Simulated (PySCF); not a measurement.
**A gas-phase reaction: GeH4O + BH3 → BGeH5O + H2**

Wanted: the reaction energy for `[OH][GeH3]` + `B` → `B[O][GeH3]` + `[H][H]`.

Programs: PySCF 2.14.0. All values are calculated, for the isolated system unless a continuum is named. Atoms count from 0, parts from 1.

### Step 1. The system as given

Each species was relaxed by itself at PBE0-D3(BJ)/def2-SVPD.

### Step 2. Reaction energy: wB97M-D3(BJ)/def2-TZVPD

What the job is given:

```
{"job": {"kind": "react", "xc": "wB97M-D3(BJ)", "basis": "def2-TZVPD"}, "charge": 0, "multiplicity": 1}
-1 GeH4O charge 0 multiplicity 1
O      1.283350     0.647750    -0.179120
Ge    -0.378860     0.001820     0.020150
H      1.975830    -0.005590    -0.048700
H     -1.277670     1.214920    -0.231600
H     -0.552540    -0.549140     1.447980
H     -0.627560    -1.114940    -1.011080

-1 BH3 charge 0 multiplicity 1
B      0.003240    -0.001150     0.001150
H     -0.387600     0.030120     1.139570
H      1.159610     0.226960    -0.244830
H     -0.762260    -0.260770    -0.891230

+1 BGeH5O charge 0 multiplicity 1
B      1.031450    -1.229290    -0.306470
O     -0.013510    -0.503770    -0.734800
Ge    -0.801120     0.882420     0.122540
H      1.560340    -0.987730     0.761880
H      1.428300    -2.127560    -1.014620
H     -0.684060     2.078630    -0.828620
H     -0.053430     1.105880     1.445010
H     -2.260130     0.463670     0.336030

+1 H2 charge 0 multiplicity 1
H      0.379720    -0.019070    -0.008740
H     -0.379720     0.019070     0.008740
```

Level: wB97M-D3(BJ)/def2-TZVPD reaction energy of separated species, gas phase.

The run is started by

```console
> OMP_NUM_THREADS=1 python cluster_run.py task.json out
```

The driver reads the jobs from task.json and runs them one after another.

Output:

```text
species 1 (GeH4O)
coarse grid: 22488 points
cycle   1  E = -2154.5901907476  dE = -6.615e-01  |g| = 8.995e-01  |ddm| = 1.847e+00
cycle   2  E = -2154.5369801819  dE =  5.321e-02  |g| = 1.105e+00  |ddm| = 1.025e+00
cycle   3  E = -2154.7043343438  dE = -1.674e-01  |g| = 6.729e-02  |ddm| = 5.246e-01
cycle   4  E = -2154.7049066828  dE = -5.723e-04  |g| = 3.557e-02  |ddm| = 5.468e-02
cycle   5  E = -2154.7050581127  dE = -1.514e-04  |g| = 3.596e-03  |ddm| = 2.039e-02
cycle   6  E = -2154.7050623096  dE = -4.197e-06  |g| = 5.663e-04  |ddm| = 5.928e-03
final grid: 45736 points
cycle   7  E = -2154.7049751033  dE = -1.797e-07  |g| = 3.548e-04  |ddm| = 1.842e-03
cycle   8  E = -2154.7049751120  dE = -8.695e-09  |g| = 3.802e-04  |ddm| = 5.229e-04
cycle   9  E = -2154.7049751346  dE = -2.259e-08  |g| = 4.131e-05  |ddm| = 1.703e-04
cycle  10  E = -2154.7049751354  dE = -7.662e-10  |g| = 2.337e-05  |ddm| = 7.926e-05
converged SCF energy = -2154.7049751354

species 2 (BH3)
coarse grid: 12600 points
cycle   1  E = -26.6116468497  dE = -2.473e-01  |g| = 9.645e-02  |ddm| = 1.124e+00
cycle   2  E = -26.6159544580  dE = -4.308e-03  |g| = 2.771e-02  |ddm| = 1.105e-01
cycle   3  E = -26.6162802830  dE = -3.258e-04  |g| = 8.167e-03  |ddm| = 3.407e-02
cycle   4  E = -26.6163144993  dE = -3.422e-05  |g| = 8.491e-04  |ddm| = 1.284e-02
cycle   5  E = -26.6163150974  dE = -5.980e-07  |g| = 1.189e-04  |ddm| = 1.678e-03
final grid: 27328 points
cycle   6  E = -26.6163023249  dE = -1.749e-08  |g| = 4.278e-05  |ddm| = 6.428e-04
cycle   7  E = -26.6163023262  dE = -1.296e-09  |g| = 1.256e-05  |ddm| = 1.119e-04
cycle   8  E = -26.6163023263  dE = -1.391e-10  |g| = 4.239e-06  |ddm| = 2.639e-05
converged SCF energy = -26.6163023263

species 3 (BGeH5O)
coarse grid: 30136 points
cycle   1  E = -2180.0832216278  dE = -5.260e-01  |g| = 9.043e-01  |ddm| = 2.157e+00
cycle   2  E = -2180.0219647884  dE =  6.126e-02  |g| = 1.137e+00  |ddm| = 1.273e+00
cycle   3  E = -2180.2002418650  dE = -1.783e-01  |g| = 8.382e-02  |ddm| = 6.891e-01
cycle   4  E = -2180.2011906547  dE = -9.488e-04  |g| = 4.600e-02  |ddm| = 8.548e-02
cycle   5  E = -2180.2014670902  dE = -2.764e-04  |g| = 4.253e-03  |ddm| = 3.725e-02
cycle   6  E = -2180.2014752227  dE = -8.132e-06  |g| = 9.343e-04  |ddm| = 9.582e-03
final grid: 62320 points
cycle   7  E = -2180.2014139300  dE = -5.069e-07  |g| = 4.984e-04  |ddm| = 3.641e-03
cycle   8  E = -2180.2014139902  dE = -6.015e-08  |g| = 4.904e-04  |ddm| = 8.548e-04
cycle   9  E = -2180.2014140181  dE = -2.791e-08  |g| = 7.956e-05  |ddm| = 3.209e-04
cycle  10  E = -2180.2014140226  dE = -4.497e-09  |g| = 5.152e-05  |ddm| = 1.436e-04
cycle  11  E = -2180.2014140233  dE = -7.590e-10  |g| = 1.844e-05  |ddm| = 7.306e-05
converged SCF energy = -2180.2014140233

species 4 (H2)
coarse grid: 4944 points
cycle   1  E = -1.1694183488  dE = -2.751e-01  |g| = 9.863e-03  |ddm| = 4.504e-01
cycle   2  E = -1.1694525859  dE = -3.424e-05  |g| = 1.161e-03  |ddm| = 9.676e-03
cycle   3  E = -1.1694532681  dE = -6.822e-07  |g| = 1.815e-04  |ddm| = 1.918e-03
final grid: 10744 points
cycle   4  E = -1.1694521721  dE = -2.399e-08  |g| = 4.108e-05  |ddm| = 3.865e-04
cycle   5  E = -1.1694521734  dE = -1.266e-09  |g| = 9.613e-06  |ddm| = 9.161e-05
cycle   6  E = -1.1694521735  dE = -7.502e-11  |g| = 3.020e-07  |ddm| = 2.867e-05
converged SCF energy = -1.1694521735

Reaction energy = -31.702 kcal/mol
```

Run time: 28 s. Hardware: 1 thread of Arm Neoverse N1, shared host; peak memory 0.62 GiB.

Species by species (with the dispersion term, which the log's SCF energies lack):

| ν | species | energy (Eh) | HOMO (eV) |
| --- | --- | --- | --- |
| -1 | [OH][GeH3] | -2154.70857 | -10.90 |
| -1 | B | -26.61783 | -12.37 |
| +1 | B[O][GeH3] | -2180.20725 | -10.52 |
| +1 | [H][H] | -1.16967 | -14.48 |

### Step 3. Energies of the species: PBE0-D3(BJ)/def2-TZVPD

The job, as its differences from that of step 2:

```diff
@@ -1,2 +1,2 @@
-{"job": {"kind": "react", "xc": "wB97M-D3(BJ)", "basis": "def2-TZVPD"}, "charge": 0, "multiplicity": 1}
+{"job": {"kind": "react", "xc": "PBE0", "basis": "def2-TZVPD", "disp": "d3bj"}, "charge": 0, "multiplicity": 1}
 -1 GeH4O charge 0 multiplicity 1
```

With the program's defaults for keys left out, this is: PBE0-D3(BJ)/def2-TZVPD reaction energy of separated species, gas phase.

Output:

```text
species 1 (GeH4O)
coarse grid: 22488 points
cycle   1  E = -2154.1995297133  dE = -5.690e-01  |g| = 9.745e-01  |ddm| = 1.831e+00
cycle   2  E = -2153.8646119516  dE =  3.349e-01  |g| = 1.657e+00  |ddm| = 1.304e+00
cycle   3  E = -2154.3210380380  dE = -4.564e-01  |g| = 2.080e-01  |ddm| = 8.754e-01
cycle   4  E = -2154.3275775878  dE = -6.540e-03  |g| = 4.912e-02  |ddm| = 1.349e-01
cycle   5  E = -2154.3277853623  dE = -2.078e-04  |g| = 6.958e-03  |ddm| = 2.820e-02
cycle   6  E = -2154.3277961910  dE = -1.083e-05  |g| = 1.358e-03  |ddm| = 5.739e-03
cycle   7  E = -2154.3277965756  dE = -3.846e-07  |g| = 1.786e-04  |ddm| = 1.086e-03
final grid: 45736 points
cycle   8  E = -2154.3277761547  dE = -2.297e-08  |g| = 1.901e-04  |ddm| = 1.336e-03
cycle   9  E = -2154.3277761489  dE =  5.756e-09  |g| = 2.796e-04  |ddm| = 2.780e-04
cycle  10  E = -2154.3277761613  dE = -1.234e-08  |g| = 3.711e-05  |ddm| = 1.483e-04
cycle  11  E = -2154.3277761615  dE = -2.169e-10  |g| = 9.966e-06  |ddm| = 2.587e-05
converged SCF energy = -2154.3277761615

species 2 (BH3)
coarse grid: 2952 points
cycle   1  E = -26.5639963377  dE = -2.475e-01  |g| = 8.207e-02  |ddm| = 1.102e+00
cycle   2  E = -26.5663585050  dE = -2.362e-03  |g| = 2.617e-02  |ddm| = 1.219e-01
cycle   3  E = -26.5665806470  dE = -2.221e-04  |g| = 1.029e-02  |ddm| = 3.108e-02
cycle   4  E = -26.5666158643  dE = -3.522e-05  |g| = 4.262e-04  |ddm| = 8.932e-03
cycle   5  E = -26.5666159322  dE = -6.791e-08  |g| = 1.343e-05  |ddm| = 6.936e-04
final grid: 27328 points
cycle   6  E = -26.5657314509  dE = -9.991e-06  |g| = 2.064e-03  |ddm| = 1.680e-02
cycle   7  E = -26.5657321906  dE = -7.397e-07  |g| = 1.285e-03  |ddm| = 2.562e-03
cycle   8  E = -26.5657327269  dE = -5.363e-07  |g| = 3.289e-05  |ddm| = 1.113e-03
cycle   9  E = -26.5657327273  dE = -4.153e-10  |g| = 3.827e-06  |ddm| = 3.686e-05
converged SCF energy = -26.5657327273

species 3 (BGeH5O)
coarse grid: 30136 points
cycle   1  E = -2179.6558263866  dE = -5.140e-01  |g| = 9.477e-01  |ddm| = 2.180e+00
cycle   2  E = -2179.3342730212  dE =  3.216e-01  |g| = 1.630e+00  |ddm| = 1.560e+00
cycle   3  E = -2179.7657967731  dE = -4.315e-01  |g| = 2.431e-01  |ddm| = 1.077e+00
cycle   4  E = -2179.7748638124  dE = -9.067e-03  |g| = 4.334e-02  |ddm| = 1.693e-01
cycle   5  E = -2179.7750264396  dE = -1.626e-04  |g| = 5.056e-03  |ddm| = 3.285e-02
cycle   6  E = -2179.7750331757  dE = -6.736e-06  |g| = 7.709e-04  |ddm| = 5.680e-03
final grid: 62320 points
cycle   7  E = -2179.7750615395  dE = -1.256e-07  |g| = 7.083e-04  |ddm| = 4.797e-03
cycle   8  E = -2179.7750615485  dE = -8.994e-09  |g| = 8.070e-04  |ddm| = 1.312e-03
cycle   9  E = -2179.7750616463  dE = -9.778e-08  |g| = 1.387e-04  |ddm| = 6.079e-04
cycle  10  E = -2179.7750616495  dE = -3.258e-09  |g| = 4.276e-05  |ddm| = 1.114e-04
cycle  11  E = -2179.7750616498  dE = -2.874e-10  |g| = 4.351e-06  |ddm| = 2.737e-05
converged SCF energy = -2179.7750616498

species 4 (H2)
coarse grid: 1240 points
cycle   1  E = -1.1670640103  dE = -2.327e-01  |g| = 2.266e-02  |ddm| = 4.588e-01
cycle   2  E = -1.1672514722  dE = -1.875e-04  |g| = 3.233e-03  |ddm| = 1.897e-02
cycle   3  E = -1.1672559287  dE = -4.457e-06  |g| = 9.768e-05  |ddm| = 2.761e-03
final grid: 10744 points
cycle   4  E = -1.1681372190  dE = -1.920e-06  |g| = 2.731e-04  |ddm| = 1.561e-03
cycle   5  E = -1.1681372471  dE = -2.815e-08  |g| = 3.983e-05  |ddm| = 2.444e-04
cycle   6  E = -1.1681372477  dE = -6.290e-10  |g| = 1.247e-06  |ddm| = 3.092e-05
converged SCF energy = -1.1681372477

Reaction energy = -31.794 kcal/mol
```

Run time: 16 s. Hardware: 1 thread of Arm Neoverse N1, shared host; peak memory 0.61 GiB.

Reaction energy at this level: -31.79 kcal/mol.

### Step 4. Energies of the species: MP2/def2-TZVPD

The job, as its differences from that of step 3:

```diff
@@ -1,2 +1,2 @@
-{"job": {"kind": "react", "xc": "PBE0", "basis": "def2-TZVPD", "disp": "d3bj"}, "charge": 0, "multiplicity": 1}
+{"job": {"kind": "react", "xc": "MP2", "basis": "def2-TZVPD"}, "charge": 0, "multiplicity": 1}
 -1 GeH4O charge 0 multiplicity 1
```

Level: MP2/def2-TZVPD reaction energy of separated species, gas phase.

Output:

```text
species 1 (GeH4O)
final grid: 45736 points
cycle   1  E = -2152.5333517111  dE = -7.949e-01  |g| = 6.171e-01  |ddm| = 1.824e+00
cycle   2  E = -2152.5765377125  dE = -4.319e-02  |g| = 4.549e-01  |ddm| = 5.614e-01
cycle   3  E = -2152.6048233264  dE = -2.829e-02  |g| = 3.627e-02  |ddm| = 2.290e-01
cycle   4  E = -2152.6053388496  dE = -5.155e-04  |g| = 8.670e-03  |ddm| = 4.863e-02
cycle   5  E = -2152.6053619416  dE = -2.309e-05  |g| = 3.513e-03  |ddm| = 1.171e-02
cycle   6  E = -2152.6053639485  dE = -2.007e-06  |g| = 6.879e-04  |ddm| = 3.389e-03
cycle   7  E = -2152.6053641405  dE = -1.920e-07  |g| = 1.564e-04  |ddm| = 1.480e-03
cycle   8  E = -2152.6053641575  dE = -1.696e-08  |g| = 3.693e-05  |ddm| = 3.111e-04
cycle   9  E = -2152.6053641584  dE = -8.749e-10  |g| = 6.819e-06  |ddm| = 6.978e-05
converged SCF energy = -2152.6053641584

species 2 (BH3)
final grid: 27328 points
cycle   1  E = -26.3831127526  dE = -2.855e-01  |g| = 1.870e-01  |ddm| = 1.064e+00
cycle   2  E = -26.3988402010  dE = -1.573e-02  |g| = 4.655e-02  |ddm| = 1.825e-01
cycle   3  E = -26.3998304371  dE = -9.902e-04  |g| = 9.620e-03  |ddm| = 5.934e-02
cycle   4  E = -26.3998836887  dE = -5.325e-05  |g| = 8.083e-04  |ddm| = 1.456e-02
cycle   5  E = -26.3998841351  dE = -4.464e-07  |g| = 1.287e-04  |ddm| = 2.358e-03
cycle   6  E = -26.3998841475  dE = -1.237e-08  |g| = 1.893e-05  |ddm| = 2.622e-04
cycle   7  E = -26.3998841478  dE = -3.001e-10  |g| = 1.494e-06  |ddm| = 5.637e-05
converged SCF energy = -26.3998841478

species 3 (BGeH5O)
final grid: 62320 points
cycle   1  E = -2177.8305047757  dE = -6.193e-01  |g| = 6.420e-01  |ddm| = 2.102e+00
cycle   2  E = -2177.8846221664  dE = -5.412e-02  |g| = 4.703e-01  |ddm| = 6.839e-01
cycle   3  E = -2177.9156179131  dE = -3.100e-02  |g| = 4.914e-02  |ddm| = 2.955e-01
cycle   4  E = -2177.9165825427  dE = -9.646e-04  |g| = 1.343e-02  |ddm| = 8.276e-02
cycle   5  E = -2177.9166143903  dE = -3.185e-05  |g| = 4.915e-03  |ddm| = 1.647e-02
cycle   6  E = -2177.9166189278  dE = -4.537e-06  |g| = 7.606e-04  |ddm| = 5.491e-03
cycle   7  E = -2177.9166192398  dE = -3.120e-07  |g| = 2.114e-04  |ddm| = 1.933e-03
cycle   8  E = -2177.9166192642  dE = -2.444e-08  |g| = 5.918e-05  |ddm| = 4.386e-04
cycle   9  E = -2177.9166192666  dE = -2.392e-09  |g| = 1.316e-05  |ddm| = 1.552e-04
cycle  10  E = -2177.9166192668  dE = -1.482e-10  |g| = 3.529e-06  |ddm| = 4.279e-05
converged SCF energy = -2177.9166192668

species 4 (H2)
final grid: 10744 points
cycle   1  E = -1.1312982346  dE = -3.213e-01  |g| = 4.426e-02  |ddm| = 4.479e-01
cycle   2  E = -1.1322330241  dE = -9.348e-04  |g| = 7.183e-03  |ddm| = 3.751e-02
cycle   3  E = -1.1322677243  dE = -3.470e-05  |g| = 8.111e-04  |ddm| = 1.078e-02
cycle   4  E = -1.1322681393  dE = -4.150e-07  |g| = 2.771e-05  |ddm| = 1.627e-03
cycle   5  E = -1.1322681398  dE = -4.855e-10  |g| = 2.610e-06  |ddm| = 6.834e-05
converged SCF energy = -1.1322681398

Reaction energy = -33.754 kcal/mol
```

Wall time 6.9 s (1 thread of Arm Neoverse N1, shared host); peak memory 0.49 GiB.

Reaction energy at this level: -33.75 kcal/mol.

### Step 5. Comparing the runs

Energies in kcal/mol, with wall time:

| run | reaction | time |
| --- | --- | --- |
| wB97M-D3(BJ)/def2-TZVPD | -31.70 | 28 s |
| PBE0-D3(BJ)/def2-TZVPD | -31.79 | 16 s |
| MP2/def2-TZVPD | -33.75 | 6.9 s |

### Step 6. What came out

| quantity | value |
| --- | --- |
| reaction energy (wB97M-D3(BJ)/def2-TZVPD) | -31.70 kcal/mol |
| ΔH, ΔG at 298 K (xTB thermal terms) | -34.7, -33.3 kcal/mol |
| range of the reaction energy over the runs of this table | -33.75 to -31.70 kcal/mol |

In words: The reaction is exothermic by 34.7 kcal/mol in the gas phase; dispersion gives -0.58, and xTB itself gave -17.88 for the electronic energy (xTB energies and thermal terms come from the earlier relaxation of each species, not shown). No barrier was sought. xTB and this level differ widely in the electronic energy, so what comes from xTB (the thermal terms above all) is less safe here. The reaction energy runs from -33.75 (MP2/def2-TZVPD) to -31.70 kcal/mol (wB97M-D3(BJ)/def2-TZVPD).
